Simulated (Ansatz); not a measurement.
# HF with SbH3: superposition error and deformation

An exercise on one series of results from a longer session: the logs are not shown, and one member is left open.

Program: Ansatz 0.2.0, Gaussian basis. Level of theory: PBE0-D4 structures, single points in def2-TZVPPD. These are calculated values, not measurements.

Levels: PBE-D4, revPBE-D4, BLYP-D4, r2SCAN-D4, B97M-V, PBE0-D4, B3LYP-D4, HSE06-D4, wB97X-V, wB97M-V, B2PLYP, Hartree-Fock, MP2, CCSD, CCSD(T).

Correlated methods freeze the cores. Filled d shells of the heavier atoms are correlated. Core potentials replace the inner electrons past krypton, and spin-orbit coupling is left out. B3LYP uses VWN-RPA correlation. B2PLYP carries no dispersion term here.

129 further runs of the same task are left out: 129 set aside as unsound or not needed.

## The system as given

The relaxed pair: 6 atoms, charge 0, spin multiplicity 1.

Atoms are counted from 1 here; the program's logs count them from 0.

Bond lengths: F1–H2 0.926 Å, Sb3–H4 1.717 Å, Sb3–H5 1.707 Å, Sb3–H6 1.707 Å. Angles: H4–Sb3–H5 91.0°, H4–Sb3–H6 91.0°, H5–Sb3–H6 91.2°.

As a file:

| atom | x (Å) | y (Å) | z (Å) |
| --- | --- | --- | --- |
| F1 | -0.4843 | 0.5941 | -2.1404 |
| H2 | -0.0595 | 0.3763 | -1.3469 |
| Sb3 | 0.5027 | -0.4193 | 1.4745 |
| H4 | 1.2267 | 0.0153 | -0.0204 |
| H5 | -0.5901 | 0.8872 | 1.3583 |
| H6 | -0.5954 | -1.4537 | 0.6749 |

Atoms 1 to 2 are fragment A (HF), the rest fragment B (SbH3). From earlier runs, pair energy (eV) and counterpoise interaction (kJ/mol):

| method | E(pair) | interaction |
| --- | --- | --- |
| PBE-D4 | -9317.69734 | -12.22 |
| revPBE-D4 | -9321.19442 | -9.26 |
| BLYP-D4 | -9318.97478 | -9.66 |
| r2SCAN-D4 | -9321.88781 | -10.71 |
| B97M-V | -9319.55506 | -9.66 |
| PBE0-D4 | -9318.05162 | -10.59 |
| B3LYP-D4 | -9323.17271 | -9.63 |
| HSE06-D4 | -9317.87120 | -10.63 |
| wB97X-V | -9319.04779 | -8.94 |
| wB97M-V | -9318.31867 | -9.10 |
| B2PLYP | -9313.31010 | -6.98 |
| MP2 | -9297.95755 | -7.34 |
| CCSD(T) | -9298.74720 | -6.97 |

First each fragment is run alone in its own basis, frozen in the shape it has in the pair (a, b).

Set-up of the first run:

a/in.yaml reads:

```yaml
crystal:
  periodic: [false, false, false]
  atoms:
    - {symbol: F, position_ang: [-0.484319, 0.594129, -2.140392]}
    - {symbol: H, position_ang: [-0.059517, 0.376339, -1.346933]}
basis:
  gaussian: {orbitals: "def2-TZVPPD.json"}
hamiltonian: {xc: pbe, dispersion: d4}
```

b/in.yaml reads:

```yaml
crystal:
  periodic: [false, false, false]
  atoms:
    - {symbol: Sb, position_ang: [0.502704, -0.419343, 1.474512]}
    - {symbol: H, position_ang: [1.226677, 0.015344, -0.020443]}
    - {symbol: H, position_ang: [-0.590135, 0.887231, 1.358345]}
    - {symbol: H, position_ang: [-0.595411, -1.453700, 0.674912]}
basis:
  gaussian: {orbitals: "def2-TZVPPD.json"}
hamiltonian: {xc: pbe, dispersion: d4}
```

The basis file named in the input lies beside it (Basis Set Exchange, JSON).

The same command starts each run, in its folder.

Launch:

```sh
$ ansatz run in.yaml --threads 2 --pin off --events-out ev --progress --plain --max-ram 5222MiB
```

Steps of the session up to this table: PBE-D4/def2-TZVPPD; r2SCAN-D4/def2-TZVPPD; PBE0-D4/def2-TZVPPD; B3LYP-D4/def2-TZVPPD; wB97X-V/def2-TZVPPD; wB97M-V/def2-TZVPPD; B2PLYP/def2-TZVPPD; BLYP-D4/def2-TZVPPD; revPBE-D4/def2-TZVPPD; B97M-V/def2-TZVPPD; HSE06-D4/def2-TZVPPD; CCSD(T)/def2-TZVPPD; Relaxing HF alone; Relaxing SbH3 alone.

One of the session's tables, all rows but one given; the rest of the session is left out.

| method | interaction with counterpoise (kJ/mol) |
| --- | --- |
| PBE-D4 | -12.22 |
| revPBE-D4 | -9.26 |
| BLYP-D4 | -9.66 |
| r2SCAN-D4 | -10.71 |
| B97M-V | -9.66 |
| PBE0-D4 | -10.59 |
| B3LYP-D4 | -9.63 |
| HSE06-D4 | -10.63 |
| wB97X-V | -8.94 |
| wB97M-V | -9.10 |
| B2PLYP | -6.98 |
| Hartree-Fock | -0.31 |
| MP2 | -7.34 |
| CCSD | ? |
| CCSD(T) | -6.97 |

Estimate the missing values for CCSD.

The run gave: interaction with counterpoise (kJ/mol): -5.80. In the column «interaction with counterpoise (kJ/mol)» it lies between CCSD(T) (-6.97) and Hartree-Fock (-0.31).
